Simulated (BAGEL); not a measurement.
# SiH4Se (SMILES [SiH3][SeH]) at 4 levels

Aim: a comparison of 4 runs (B3LYP/6-31G*, B3LYP/aug-cc-pVDZ, PBE0/aug-cc-pVDZ, RI-MP2/aug-cc-pVDZ) of SiH4Se. 

Program for the calculation: BAGEL 1.2.2.

2 further runs of the same task are left out: 2 set aside as unsound or not needed.

### Step 1. The system as given

SiH4Se: 6 atoms, total charge 0, spin state singlet. As SMILES, `[SiH3][SeH]`. Geometry: relaxed at PBE0-D4/def2-TZVP.

Bond lengths: Si1–Se2 2.279 Å, Si1–H3 1.484 Å, Si1–H4 1.483 Å, Si1–H5 1.484 Å, Se2–H6 1.469 Å. Angles: Si1–Se2–H6 93.0°, Se2–Si1–H3 111.5°, Se2–Si1–H4 104.9°, Se2–Si1–H5 111.4°, H3–Si1–H4 110.0°, H3–Si1–H5 109.1°, H4–Si1–H5 110.0°.

### Step 2. The energy at B3LYP/6-31G(d) (density fitting with qzvpp-jkfit, spherical functions) (run 1)

Input file input.json:

```json
{ "bagel" : [

{
  "title" : "molecule",
  "basis" : "6-31gs.json",
  "df_basis" : "qzvpp-jkfit",
  "angstrom" : "true",
  "geometry" : [
    { "atom" : "Si", "xyz" : [      -0.244700,      -0.234500,      -0.474600 ] },
    { "atom" : "Se", "xyz" : [       0.898700,      -0.252100,       1.496900 ] },
    { "atom" : "H", "xyz" : [      -1.605500,       0.334200,      -0.308700 ] },
    { "atom" : "H", "xyz" : [      -0.336900,      -1.659600,      -0.873400 ] },
    { "atom" : "H", "xyz" : [       0.479900,       0.537800,      -1.514300 ] },
    { "atom" : "H", "xyz" : [       0.850600,       1.210300,       1.627900 ] }
  ]
},

{
  "title" : "ks",
  "xc_func" : "b3lyp"
},

{
  "title" : "print",
  "file" : "orbitals.molden",
  "orbitals" : "true"
}

]}
```

The basis set 6-31G* is read from a file made from the Basis Set Exchange's data (not shown).

Command:

```sh
$ BAGEL_NUM_THREADS=1 BAGEL input.json > input.out
```

Standard output:

```text
* using 1 threads per process

  ===============================================================
  ===============================================================

  *** Geometry ***

  { "atom" : "Si", "xyz" : [     -0.462416,     -0.443141,     -0.896864 ] },
  { "atom" : "Se", "xyz" : [      1.698297,     -0.476400,      2.828731 ] },
  { "atom" : "H", "xyz" : [     -3.033955,      0.631546,     -0.583358 ] },
  { "atom" : "H", "xyz" : [     -0.636649,     -3.136189,     -1.650487 ] },
  { "atom" : "H", "xyz" : [      0.906880,      1.016295,     -2.861612 ] },
  { "atom" : "H", "xyz" : [      1.607401,      2.287136,      3.076285 ] },

  Number of auxiliary basis functions:      466

  Since a DF basis is specified, we compute 2- and 3-index integrals:
    o Being stored without compression. Storage requirement is 0.013 GB

  Number of basis functions:       58
  Number of electrons      :       52

    * METHOD: MOLECULE                             0.22

  *** Kohn-Sham DFT ***

    * Removing 8777 points whose weight is below 1.00e-10
    * Grid points: 80659

  === Nuclear Repulsion ===
   158.9379787741

       - DIIS with orbital gradients will be used.

  === KS iteration (b3lyp / 6-31gs.json) ===
      0      -2610.19726160          0.14225045           0.23
      1      -2322.83489999          0.22380339           0.21
      2      -2492.02548100          0.13650804           0.21
      3      -2547.44374523          0.18331009           0.21
      4      -2688.92487727          0.13534229           0.21
      5      -2692.12218481          0.06808519           0.21
      6      -2692.97315682          0.03105234           0.21
      7      -2693.16775951          0.01449927           0.21
      8      -2693.18943222          0.00539478           0.21
      9      -2693.20006275          0.00036171           0.21
     10      -2693.20012036          0.00016152           0.21
     11      -2693.20012817          0.00003991           0.22
     12      -2693.20012864          0.00000669           0.22
     13      -2693.20012865          0.00000542           0.21
     14      -2693.20012866          0.00000058           0.21
     15      -2693.20012866          0.00000026           0.21
     16      -2693.20012866          0.00000004           0.21
     17      -2693.20012866          0.00000001           0.21
    * SCF iteration converged.

    * Permanent dipole moment:
           (    0.195210,    -0.278559,     0.296376) a.u.

    * METHOD: KS                                   4.14

    * METHOD: PRINT                                0.01

  ===============================================================
```

Wall time 4.5 s (1 thread of Arm Neoverse V1, shared host); peak memory 0.28 GiB.

### Step 3. The energy at B3LYP/aug-cc-pVDZ (density fitting with qzvpp-jkfit) (run 2)

Input file job.json:

```json
{ "bagel" : [

{
  "title" : "molecule",
  "basis" : "aug-cc-pvdz.json",
  "df_basis" : "qzvpp-jkfit",
  "angstrom" : true,
  "geometry" : [
    { "atom" : "Si", "xyz" : [      -0.244700,      -0.234500,      -0.474600 ] },
    { "atom" : "Se", "xyz" : [       0.898700,      -0.252100,       1.496900 ] },
    { "atom" : "H", "xyz" : [      -1.605500,       0.334200,      -0.308700 ] },
    { "atom" : "H", "xyz" : [      -0.336900,      -1.659600,      -0.873400 ] },
    { "atom" : "H", "xyz" : [       0.479900,       0.537800,      -1.514300 ] },
    { "atom" : "H", "xyz" : [       0.850600,       1.210300,       1.627900 ] }
  ]
},

{
  "title" : "ks",
  "xc_func" : "b3lyp"
},

{
  "title" : "print",
  "file" : "orbitals.molden",
  "orbitals" : true
}

]}
```

The basis set aug-cc-pVDZ is read from a file made from the Basis Set Exchange's data (not shown).

Command:

```sh
$ BAGEL_NUM_THREADS=1 BAGEL job.json > job.out
```

Standard output:

```text
* using 1 threads per process

  ===============================================================
  ===============================================================

  *** Geometry ***

  { "atom" : "Si", "xyz" : [     -0.462416,     -0.443141,     -0.896864 ] },
  { "atom" : "Se", "xyz" : [      1.698297,     -0.476400,      2.828731 ] },
  { "atom" : "H", "xyz" : [     -3.033955,      0.631546,     -0.583358 ] },
  { "atom" : "H", "xyz" : [     -0.636649,     -3.136189,     -1.650487 ] },
  { "atom" : "H", "xyz" : [      0.906880,      1.016295,     -2.861612 ] },
  { "atom" : "H", "xyz" : [      1.607401,      2.287136,      3.076285 ] },

  Number of auxiliary basis functions:      466

  Since a DF basis is specified, we compute 2- and 3-index integrals:
    o Being stored without compression. Storage requirement is 0.037 GB

  Number of basis functions:       99
  Number of electrons      :       52

    * METHOD: MOLECULE                             0.25

  *** Kohn-Sham DFT ***

    * Removing 8777 points whose weight is below 1.00e-10
    * Grid points: 80659

  === Nuclear Repulsion ===
   158.9379787741

       - DIIS with orbital gradients will be used.

  === KS iteration (b3lyp / aug-cc-pvdz.json) ===
      0      -2668.18009827          0.06453899           0.37
      1      -2548.19059760          0.19357166           0.35
      2      -2558.89269616          0.06646084           0.35
      3      -2544.64263435          0.14353525           0.35
      4      -2547.37354025          0.12889444           0.36
      5      -2674.34514074          0.07756512           0.36
      6      -2677.79416248          0.06785194           0.36
      7      -2678.97859609          0.07098410           0.35
      8      -2601.62466333          0.11204222           0.36
      9      -2680.07164414          0.07222461           0.34
     10      -2693.11353545          0.02606915           0.35
     11      -2693.45141353          0.00849990           0.35
     12      -2693.44050625          0.00933191           0.35
     13      -2693.49028052          0.00198810           0.35
     14      -2693.49282555          0.00082449           0.36
     15      -2693.49313239          0.00018097           0.36
     16      -2693.49314549          0.00002058           0.36
     17      -2693.49314580          0.00000299           0.36
     18      -2693.49314581          0.00000084           0.36
     19      -2693.49314581          0.00000047           0.37
     20      -2693.49314581          0.00000007           0.35
     21      -2693.49314581          0.00000001           0.36
     22      -2693.49314581          0.00000001           0.36
    * SCF iteration converged.

    * Permanent dipole moment:
           (    0.151815,    -0.209759,     0.231487) a.u.

    * METHOD: KS                                   8.61

    * METHOD: PRINT                                0.03

  ===============================================================
```

Run time: 9 s. Hardware: 1 thread of Arm Neoverse V1, shared host; peak memory 0.4 GiB.

### Step 4. A single-point energy at PBE0/aug-cc-pVDZ (density fitting with qzvpp-jkfit) (run 3)

Input file input.json:

```json
{ "bagel": [

{
  "title": "molecule",
  "basis": "aug-cc-pvdz.json",
  "df_basis": "qzvpp-jkfit",
  "angstrom": true,
  "geometry": [
    { "atom": "Si", "xyz": [      -0.244700,      -0.234500,      -0.474600 ] },
    { "atom": "Se", "xyz": [       0.898700,      -0.252100,       1.496900 ] },
    { "atom": "H", "xyz": [      -1.605500,       0.334200,      -0.308700 ] },
    { "atom": "H", "xyz": [      -0.336900,      -1.659600,      -0.873400 ] },
    { "atom": "H", "xyz": [       0.479900,       0.537800,      -1.514300 ] },
    { "atom": "H", "xyz": [       0.850600,       1.210300,       1.627900 ] }
  ]
},

{ "title": "ks", "xc_func": "pbe0" },

{ "title": "print", "file": "orbitals.molden", "orbitals": true }

]}
```

The basis set aug-cc-pVDZ is read from a file made from the Basis Set Exchange's data (not shown).

Command:

```sh
$ BAGEL_NUM_THREADS=1 BAGEL input.json > input.out
```

Standard output:

```text
* using 1 threads per process

  ===============================================================
  ===============================================================

  *** Geometry ***

  { "atom" : "Si", "xyz" : [     -0.462416,     -0.443141,     -0.896864 ] },
  { "atom" : "Se", "xyz" : [      1.698297,     -0.476400,      2.828731 ] },
  { "atom" : "H", "xyz" : [     -3.033955,      0.631546,     -0.583358 ] },
  { "atom" : "H", "xyz" : [     -0.636649,     -3.136189,     -1.650487 ] },
  { "atom" : "H", "xyz" : [      0.906880,      1.016295,     -2.861612 ] },
  { "atom" : "H", "xyz" : [      1.607401,      2.287136,      3.076285 ] },

  Number of auxiliary basis functions:      466

  Since a DF basis is specified, we compute 2- and 3-index integrals:
    o Being stored without compression. Storage requirement is 0.037 GB

  Number of basis functions:       99
  Number of electrons      :       52

    * METHOD: MOLECULE                             0.26

  *** Kohn-Sham DFT ***

    * Removing 8777 points whose weight is below 1.00e-10
    * Grid points: 80659

  === Nuclear Repulsion ===
   158.9379787741

       - DIIS with orbital gradients will be used.

  === KS iteration (pbe0 / aug-cc-pvdz.json) ===
      0      -2667.79284713          0.06431641           0.36
      1      -2548.49245417          0.19399990           0.35
      2      -2558.69310386          0.06898562           0.34
      3      -2544.69726990          0.14125028           0.34
      4      -2547.83143811          0.12880991           0.35
      5      -2671.86978407          0.12348391           0.34
      6      -2674.84344274          0.08058128           0.34
      7      -2677.91932811          0.06864886           0.34
      8      -2601.64498941          0.11100315           0.34
      9      -2679.71253330          0.07657625           0.34
     10      -2692.67999079          0.02424352           0.35
     11      -2692.98790358          0.00770597           0.35
     12      -2692.98496551          0.00785800           0.35
     13      -2693.02274082          0.00129288           0.34
     14      -2693.02356318          0.00065596           0.34
     15      -2693.02374206          0.00012732           0.34
     16      -2693.02374948          0.00002761           0.34
     17      -2693.02374984          0.00000761           0.35
     18      -2693.02374987          0.00000364           0.35
     19      -2693.02374988          0.00000055           0.34
     20      -2693.02374988          0.00000010           0.34
     21      -2693.02374988          0.00000005           0.34
     22      -2693.02374988          0.00000001           0.35
     23      -2693.02374988          0.00000000           0.34
    * SCF iteration converged.

    * Permanent dipole moment:
           (    0.155842,    -0.225835,     0.236103) a.u.

    * METHOD: KS                                   8.72

    * METHOD: PRINT                                0.03

  ===============================================================
```

Wall time 9.3 s (1 thread of Arm Neoverse V1, shared host); peak memory 0.4 GiB.

### Step 5. The energy at RI-MP2/aug-cc-pVDZ (density fitting with qzvpp-jkfit) (run 4)

Input file input.json:

```json
{ "bagel": [

{
  "title": "molecule",
  "basis": "aug-cc-pvdz.json",
  "df_basis": "qzvpp-jkfit",
  "angstrom": "true",
  "geometry": [
    { "atom": "Si", "xyz": [   -0.244700,   -0.234500,   -0.474600 ] },
    { "atom": "Se", "xyz": [    0.898700,   -0.252100,    1.496900 ] },
    { "atom": "H", "xyz": [   -1.605500,    0.334200,   -0.308700 ] },
    { "atom": "H", "xyz": [   -0.336900,   -1.659600,   -0.873400 ] },
    { "atom": "H", "xyz": [    0.479900,    0.537800,   -1.514300 ] },
    { "atom": "H", "xyz": [    0.850600,    1.210300,    1.627900 ] }
  ]
},
{ "title": "hf" },
{ "title": "mp2", "ncore": 14 }

]}
```

The basis set aug-cc-pVDZ is read from a file made from the Basis Set Exchange's data (not shown).

Command:

```sh
$ BAGEL_NUM_THREADS=1 BAGEL input.json > input.out
```

Standard output:

```text
* using 1 threads per process

  ===============================================================
  ===============================================================

  *** Geometry ***

  { "atom" : "Si", "xyz" : [     -0.462416,     -0.443141,     -0.896864 ] },
  { "atom" : "Se", "xyz" : [      1.698297,     -0.476400,      2.828731 ] },
  { "atom" : "H", "xyz" : [     -3.033955,      0.631546,     -0.583358 ] },
  { "atom" : "H", "xyz" : [     -0.636649,     -3.136189,     -1.650487 ] },
  { "atom" : "H", "xyz" : [      0.906880,      1.016295,     -2.861612 ] },
  { "atom" : "H", "xyz" : [      1.607401,      2.287136,      3.076285 ] },

  Number of auxiliary basis functions:      466

  Since a DF basis is specified, we compute 2- and 3-index integrals:
    o Being stored without compression. Storage requirement is 0.037 GB

  Number of basis functions:       99
  Number of electrons      :       52

    * METHOD: MOLECULE                             0.25

  *** RHF ***

  === Nuclear Repulsion ===
   158.9379787741

      * DIIS with orbital gradients will be used.

  === RHF iteration (aug-cc-pvdz.json) ===
      0      -2691.03937812          0.00839198           0.09
      1      -2691.08677933          0.00300819           0.08
      2      -2691.09222944          0.00102710           0.08
      3      -2691.09303490          0.00014572           0.08
      4      -2691.09305301          0.00003966           0.08
      5      -2691.09305456          0.00001023           0.08
      6      -2691.09305465          0.00000240           0.08
      7      -2691.09305465          0.00000055           0.08
      8      -2691.09305465          0.00000014           0.08
      9      -2691.09305465          0.00000005           0.08
     10      -2691.09305465          0.00000001           0.08
     11      -2691.09305465          0.00000000           0.08
    * SCF iteration converged.

    * Permanent dipole moment:
           (    0.196811,    -0.254511,     0.302354) a.u.

    * METHOD: HF                                   1.22

  *** RHF ***

  === Nuclear Repulsion ===
   158.9379787741

      * DIIS with orbital gradients will be used.

  === RHF iteration (aug-cc-pvdz.json) ===
      0      -2691.09305465          0.00000000           0.08
    * SCF iteration converged.

    * Permanent dipole moment:
           (    0.196811,    -0.254511,     0.302354) a.u.

  === DF-MP2 calculation ===

    * freezing 14 orbitals
    * 3-index integral transformation done
    * assembly done

      MP2 correlation energy:   -0.2566457865      0.04

      MP2 total energy:       -2691.3497004379

    * METHOD: MP2                                  0.21

  ===============================================================
```

It took 1.8 s on 1 thread of Arm Neoverse V1, shared host; peak memory 0.13 GiB.

### Step 6. The series

```
run                                                                 level  frozen core orbitals   energy (Eh)  dipole moment (D)  HOMO energy (eV)  LUMO energy (eV)  wall time
  1  B3LYP/6-31G* (density fitting with qzvpp-jkfit, spherical functions)                     –  -2693.200129               1.15             -6.70             -0.22      4.5 s
  2                  B3LYP/aug-cc-pVDZ (density fitting with qzvpp-jkfit)                     –  -2693.493146               0.88             -6.84             -0.74        9 s
  3                   PBE0/aug-cc-pVDZ (density fitting with qzvpp-jkfit)                     –  -2693.023750               0.92             -7.07             -0.49      9.3 s
  4                 RI-MP2/aug-cc-pVDZ (density fitting with qzvpp-jkfit)                    14  -2691.349700                  –                 –                 –      1.8 s
```

### Step 7. Results

| quantity | value |
| --- | --- |
| run 4: total energy | -2691.34970 Eh |
| run 4: correlation energy (14 core orbitals frozen) | -256.6 mEh |

**Reading.** Over runs 1, 2, 3 the dipole moment (its size) runs from 0.88 D (B3LYP/aug-cc-pVDZ) to 1.15 D (B3LYP/6-31G*). Over runs 1, 2, 3 the HOMO–LUMO gap runs from 6.09 eV (B3LYP/aug-cc-pVDZ) to 6.58 eV (PBE0/aug-cc-pVDZ). Totals of different functionals can't be ranked against each other. All runs together took 25 s, the longest 9.3 s.
